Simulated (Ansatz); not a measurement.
**C4H6BCl: small, medium and large basis sets**

One table from this session's results is given with a row withheld; the runs are named, their logs left out.

The runs use Ansatz 0.2.0, Gaussian basis; one geometry, several basis sets.

Levels to be run: PBE0-D4/def2-SVP; ωB97M-V/def2-SVP; PBE0-D4/def2-QZVPP; ωB97M-V/def2-QZVPP; the functionals' def2-TZVPP values are taken from earlier runs.

## The relaxed structure

An earlier PBE0-D4 in a triple-zeta def2 set relaxation fixed the geometry.

12 atoms, charge 0, spin multiplicity 1.

Atoms are counted from 1 here; the program's logs count them from 0.

Bond lengths: B1–C2 1.527 Å, B1–H7 1.193 Å, B1–H8 1.196 Å, C2–C3 1.352 Å, C2–H9 1.089 Å, C3–Cl4 1.725 Å, C3–C5 1.452 Å, C5–C6 1.331 Å, C5–H10 1.086 Å, C6–H11 1.083 Å, C6–H12 1.083 Å. Angles: C2–B1–H7 121.4°, C2–B1–H8 119.2°, H7–B1–H8 119.4°, B1–C2–C3 127.6°, B1–C2–H9 119.5°, C3–C2–H9 112.9°, C2–C3–Cl4 121.5°, C2–C3–C5 122.5°, Cl4–C3–C5 116.0°, C3–C5–C6 126.4°, C3–C5–H10 113.8°, C6–C5–H10 119.9°, C5–C6–H11 121.7°, C5–C6–H12 120.6°, H11–C6–H12 117.7°.

The first run:

Contents of in.yaml:

```yaml
crystal:
  periodic: [false, false, false]
  atoms:
    - {symbol: B, position_ang: [-2.572838, 0.082504, 0.005278]}
    - {symbol: C, position_ang: [-1.118057, 0.487047, -0.224635]}
    - {symbol: C, position_ang: [-0.006622, -0.208530, 0.105369]}
    - {symbol: Cl, position_ang: [-0.102694, -1.746555, 0.880804]}
    - {symbol: C, position_ang: [1.332414, 0.284098, -0.166282]}
    - {symbol: C, position_ang: [2.474849, -0.333759, 0.124448]}
    - {symbol: H, position_ang: [-2.854842, -0.951708, 0.529726]}
    - {symbol: H, position_ang: [-3.446750, 0.819111, -0.348414]}
    - {symbol: H, position_ang: [-0.895975, 1.437967, -0.706928]}
    - {symbol: H, position_ang: [1.351234, 1.254020, -0.654665]}
    - {symbol: H, position_ang: [2.490493, -1.301163, 0.610995]}
    - {symbol: H, position_ang: [3.425889, 0.121866, -0.121594]}
basis:
  gaussian: {orbitals: def2-SVP}
hamiltonian: {xc: pbe0, dispersion: d4}
output: {orbitals: {seedname: orbitals}}
```

Steps of the session up to this table: PBE0-D4 in def2-SVP; ωB97M-V in def2-SVP; PBE0-D4 in def2-QZVPP; ωB97M-V in def2-QZVPP.

One of the session's tables, all rows but one given; the rest of the session is left out.

It belongs to the step «Functionals by basis». 

```
functional       basis  HOMO (eV)  LUMO (eV)
   PBE0-D4    def2-SVP      -7.43      -2.59
   PBE0-D4  def2-TZVPP      -7.49      -2.68
   PBE0-D4  def2-QZVPP          ?          ?
   ωB97M-V    def2-SVP      -9.43      -0.58
   ωB97M-V  def2-TZVPP      -9.51      -0.74
   ωB97M-V  def2-QZVPP      -9.52      -0.78
```

Q: Estimate the row for PBE0-D4, def2-QZVPP from the others.

The run gave: HOMO (eV): -7.50; LUMO (eV): -2.70. In the column «HOMO (eV)» it lies between ωB97M-V, def2-SVP (-9.43) and PBE0-D4, def2-TZVPP (-7.49).
